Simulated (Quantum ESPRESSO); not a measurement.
Ge4N:

```xyz
5
Lattice="4.0962 0.0000 0.0000 0.0000 4.0962 0.0000 0.0000 0.0000 5.3142" Properties=species:S:1:pos:R:3 pbc="T T T"
Ge    2.0481    0.0000    2.6571
Ge    0.0000    2.0481    2.6571
Ge    2.0481    0.0000    0.0000
Ge    0.0000    2.0481    0.0000
N     2.0481    2.0481    0.0000
```

The cell was built by a generator and needn't be a form met in nature.

| Property | Result |
| --- | --- |
| Program | Quantum ESPRESSO 7.5 |
| Task | phonons |
| Functional | LDA |
| Potentials or basis | PseudoDojo 0.4.1 SR LDA standard |
| Cutoff | 1143 eV |
| Density cutoff | 4572 eV |
| k mesh | 4 × 4 × 2, shifted |
| Occupations | fermi-dirac, width 0.05 eV |
| Spin | no spin polarisation |
| Target pressure | 50 GPa |
| Form of the LDA correlation | PW92 |
| Mixing beta | 0.5 |
| Most SCF iterations | 120 |
| SCF threshold | 1e-09 Ry |

The cell and the atoms were relaxed first at 50 GPa, to 12.38 Å³/atom (a = 3.618 Å, b = 3.618 Å, c = 4.728 Å, α = 90.00°, β = 90.00°, γ = 90.00°), and the response was taken there.

```
Ge N
1.0
     3.61849    0.00000    0.00000
     0.00000    3.61849    0.00000
     0.00000    0.00000    4.72761
Ge N
4 1
Cartesian
  1.8092 0.0000 2.3638
  0.0000 1.8092 2.3638
  1.8092 0.0000 0.0000
  0.0000 1.8092 0.0000
  1.8092 1.8092 0.0000
```

Problem. What is the highest optical frequency at the zone centre?

Solution. 842 cm⁻¹, a mode of symmetry Eu (IR).

Optical modes at Γ, degenerate ones joined:
| cm⁻¹ | components | symmetry | active in |
| --- | --- | --- | --- |
| 220i | 1 | A2u | IR |
| 141i | 2 | Eu | IR |
| 84i | 1 | B2u | silent |
| 74 | 2 | Eu | IR |
| 179 | 2 | Eu | IR |
| 315 | 1 | B2u | silent |
| 379 | 1 | A2u | IR |
| 842 | 2 | Eu | IR |

Caveat: the k mesh is coarse (spacing up to 0.59 Å⁻¹), so the values aren't converged; the mesh is thin for the phonons of a metal; some modes are imaginary; the volume moved by over 15 % at a fixed basis, so the end points are rough; the cell is more than 3 GPa from zero pressure, which shifts response properties.
